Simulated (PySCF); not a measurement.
# VCl₃: triplet, from a trigonal pyramidal start

The task is one start of a wider search on VCl₃: the triplet, from a trigonal pyramidal start. It is relaxed, tested by its Hessian and followed downhill if it is a saddle.

Computed with PySCF 2.14.0. Level: B3LYP, basis V def2-SVP, Cl def2-SVP, no relativity, density fitting.

**1. The system as given**

4 atoms, charge 0, spin multiplicity 3.

Bond lengths: V1–Cl2 2.330 Å, V1–Cl3 2.330 Å, V1–Cl4 2.330 Å. Angles: Cl2–V1–Cl3 99.8°, Cl2–V1–Cl4 99.8°, Cl3–V1–Cl4 99.8°.

```xyz
4
charge 0 multiplicity 3
V     0.0000    0.0000   -0.7363
Cl    2.0572    0.0000    0.3576
Cl   -1.0286    1.7816    0.3576
Cl   -1.0286   -1.7816    0.3576
```

**2. Relaxation: trigonal pyramidal start, triplet**

The steps below are one call of a driver around PySCF. For each, scf.py gives the equivalent set-up of the SCF; relaxations use the driver's own optimiser. Before each start the driver seeks the lowest SCF state from one or more starting densities and follows internal instabilities, so scf.py alone need not reach the same state.

The program finds C3v symmetry in the start, which this walk keeps. Threshold on the gradient: 0.0003 Eh/bohr, with a further test on the energy change.

Input file scf.py:

```python
from pyscf import gto, scf, dft
mol = gto.M(atom='''
V      0.000000     0.000000    -0.736329
Cl     2.057240     0.000023     0.357572
Cl    -1.028640     1.781611     0.357571
Cl    -1.028601    -1.781634     0.357570''',
    basis={'V': 'def2-SVP', 'Cl': 'def2-SVP'},
    charge=0, spin=2)
mf = dft.UKS(mol, xc='B3LYP')
mf.grids.atom_grid = (50, 194)
aux = {'V': 'def2-universal-JKFIT', 'Cl': 'def2-universal-JKFIT'}
mf = mf.density_fit(auxbasis=aux)
mf.kernel()
```

Steps of the walk:

| step | energy (Eh) | change (kJ/mol) | largest symmetric gradient (Eh/bohr) |
| --- | --- | --- | --- |
| 0 | -2324.218340 | 0.00 | 0.07472 |
| 1 | -2324.241984 | -62.08 | 0.04360 |
| 2 | -2324.254459 | -94.83 | 0.01204 |
| 3 | -2324.258932 | -106.58 | 0.00904 |
| 4 | -2324.261810 | -114.13 | 0.00826 |
| 5 | -2324.262533 | -116.03 | 0.00387 |
| 6 | -2324.263023 | -117.32 | 0.00111 |
| 7 | -2324.263051 | -117.39 | 0.00020 |
| 8 | -2324.263052 | -117.39 | 0.00013 |

The walk ran for 22 s (4 threads, shared host).

After 8 steps and 117.4 kJ/mol it ends at D3h: V–Cl 2.168 Å (×3); Cl–V–Cl 120.0° (×3). A gradient of 0.0085 Eh/bohr that breaks the symmetry is left: this electronic state wants a lower symmetry.

**3. Relaxing without the symmetry constraint**

The geometry is nudged along the force that breaks the symmetry.

The program finds Cs symmetry in the start, which may break.

Edit scf.py of step 2 so:

```diff
@@ -3,4 +3,4 @@
-V      0.000000     0.000000    -0.736329
-Cl     2.057240     0.000023     0.357572
-Cl    -1.028640     1.781611     0.357571
-Cl    -1.028601    -1.781634     0.357570''',
+V      0.030370     0.000000     0.000001
+Cl     2.152031     0.000024     0.000041
+Cl    -1.098158     1.877042    -0.000021
+Cl    -1.098117    -1.877066    -0.000022''',
```

Energy and gradient, step by step:

| step | energy (Eh) | change (kJ/mol) | largest gradient (Eh/bohr) |
| --- | --- | --- | --- |
| 0 | -2324.262808 | 0.00 | 0.01451 |
| 1 | -2324.263315 | -1.33 | 0.00470 |
| 2 | -2324.263483 | -1.77 | 0.00188 |
| 3 | -2324.263516 | -1.86 | 0.00234 |
| 4 | -2324.263528 | -1.89 | 0.00143 |
| 5 | -2324.263546 | -1.94 | 0.00032 |
| 6 | -2324.263549 | -1.95 | 0.00015 |

The walk took 13 s.

After 6 steps and 1.9 kJ/mol it ends at C2v: V–Cl 2.160 Å, V–Cl 2.170 Å (×2); Cl–V–Cl 114.6°, Cl–V–Cl 122.7° (×2).

**4. Is it a minimum? Harmonic modes**

The point is checked on the finer grid, and tightened if its gradient asks for it. The Hessian and the dipole derivatives come from central differences of analytic gradients, with steps of 0.01 bohr.

Edit scf.py of step 3 so:

```diff
@@ -3,4 +3,4 @@
-V      0.030370     0.000000     0.000001
-Cl     2.152031     0.000024     0.000041
-Cl    -1.098158     1.877042    -0.000021
-Cl    -1.098117    -1.877066    -0.000022''',
+V      0.043726     0.000001     0.000003
+Cl     2.203184     0.000030     0.000130
+Cl    -1.132886     1.823598    -0.000067
+Cl    -1.132836    -1.823629    -0.000067''',
@@ -10 +10 @@
-mf.grids.atom_grid = (50, 194)
+mf.grids.atom_grid = (75, 302)
```

The driver hands on the density of the step before, so the log starts near convergence.

Log of the central SCF (cycles and frontier levels):

```text
init E= -2324.2634871119
[... the frontier-level lines of each cycle are left out ...]
cycle= 1 E= -2324.26348711206  delta_E= -1.66e-10  |g|= 1.29e-05  |ddm|= 3.91e-05
cycle= 2 E= -2324.26348711145  delta_E= 6.19e-10  |g|= 4.11e-05  |ddm|= 5.75e-05
cycle= 3 E= -2324.26348711245  delta_E= -1.01e-09  |g|= 5.61e-06  |ddm|= 3.6e-05
cycle= 4 E= -2324.26348711256  delta_E= -1.07e-10  |g|= 4.74e-06  |ddm|= 1.52e-05
cycle= 5 E= -2324.26348711336  delta_E= -7.99e-10  |g|= 4.56e-06  |ddm|= 0.000123
cycle= 6 E= -2324.26348711923  delta_E= -5.88e-09  |g|= 2.14e-06  |ddm|= 0.00137
cycle= 7 E= -2324.26348711984  delta_E= -6.02e-10  |g|= 1.49e-06  |ddm|= 0.000361
cycle= 8 E= -2324.26348712002  delta_E= -1.85e-10  |g|= 1.01e-06  |ddm|= 0.000184
cycle= 9 E= -2324.2634871201  delta_E= -7.87e-11  |g|= 9.76e-08  |ddm|= 0.000195
Extra cycle  E= -2324.2634871201  delta_E= 3.18e-12  |g|= 1.04e-07  |ddm|= 2.67e-07
converged SCF energy = -2324.2634871201  <S^2> = 2.0235157  2S+1 = 3.0156364
```

The whole step took 41 s.

Geometry: C2v; V–Cl 2.159 Å, V–Cl 2.170 Å (×2); Cl–V–Cl 114.3°, Cl–V–Cl 122.8° (×2).

Harmonic modes (main isotopes):

```tsv
symmetry	ω (cm⁻¹)	IR (km/mol)
b1	92	18.7
b2	96	4.5
a1	116	0.3
a1	359	0.3
b2	451	191
a1	501	131
```

No imaginary mode, so this is a minimum.

Properties at this point:

```
Dipole moment                                                   : 0.52 D
Highest occupied level                                          : -7.45 eV
Lowest empty level                                              : -4.21 eV
Rotational constants                                            : 0.07248, 0.06494, 0.03425 cm⁻¹
Zero-point energy                                               : 9.7 kJ/mol
Principal polarisabilities                                      : 30.2, 70.9, 77.1 bohr³
Atomisation energy without zero-point energy                    : 1207 kJ/mol
Principal traceless quadrupole moments about the centre of mass : -3.25, -2.83, 6.08 D Å
Entropy at 298.15 K and 1 bar (electronic part: spin only)      : 349.2 J/(mol K)
Heat capacity Cp at 298.15 K                                    : 75.1 J/(mol K)
Enthalpy at 298.15 K above 0 K                                  : 17.89 kJ/mol
Rotational symmetry number                                      : 2
Spin squared ⟨S²⟩                                               : 2.024
```

Charges (e) and bond orders:

```
 atom  Mulliken  Löwdin  polar tensor  spin (Mulliken)  Mayer order to V1
   V1      0.65    0.03          1.75             2.16                  –
  Cl2     -0.21    0.00         -0.57            -0.08               1.31
Cl3,4     -0.22   -0.02         -0.59            -0.04               1.26
```

Outer orbital energies (eV). α occupied: -10.05, -9.78, -9.67, -9.65, -9.45, -8.84, -7.97, -7.45; empty: -4.21, -3.84, -3.82, -0.35. β occupied: -10.45, -10.44, -9.77, -9.73, -9.66, -9.35, -9.29, -8.92; empty: -3.29, -2.95, -2.85, -2.78.

Mulliken populations on V1: s 6.40, p 12.58, d 3.35, f 0.01.

**5. What came out**

```
                                          quantity                                                                 value
                                           minimum                                                          triplet, C2v
                                          geometry  V–Cl 2.159 Å, V–Cl 2.170 Å (×2); Cl–V–Cl 114.3°, Cl–V–Cl 122.8° (×2)
                                wavenumbers (cm⁻¹)              92 (b1), 96 (b2), 116 (a1), 359 (a1), 451 (b2), 501 (a1)
                                     dipole moment                                                                0.52 D
highest occupied, lowest empty level (either spin)                                                       -7.45, -4.21 eV
                         polar-tensor charge of V1                                                               +1.75 e
                                 zero-point energy                                                            9.7 kJ/mol
                               entropy at 298.15 K                                                       349.2 J/(mol K)
         atomisation energy (no zero-point energy)                                                           1207 kJ/mol
                                              ⟨S²⟩                                                                 2.024
```

From C3v at the start the molecule goes to a C2v minimum. In the infrared the band at 451 cm⁻¹ (b2, stretch) leads. Most of the spin sits on V1 (Mulliken spin 2.16, against 2 for the whole molecule). Other starts or spin states, not run here, may lie lower. Open d and f shells are described by one determinant, and the ground state may have another occupation or spin.

The search up to here took 88 s.
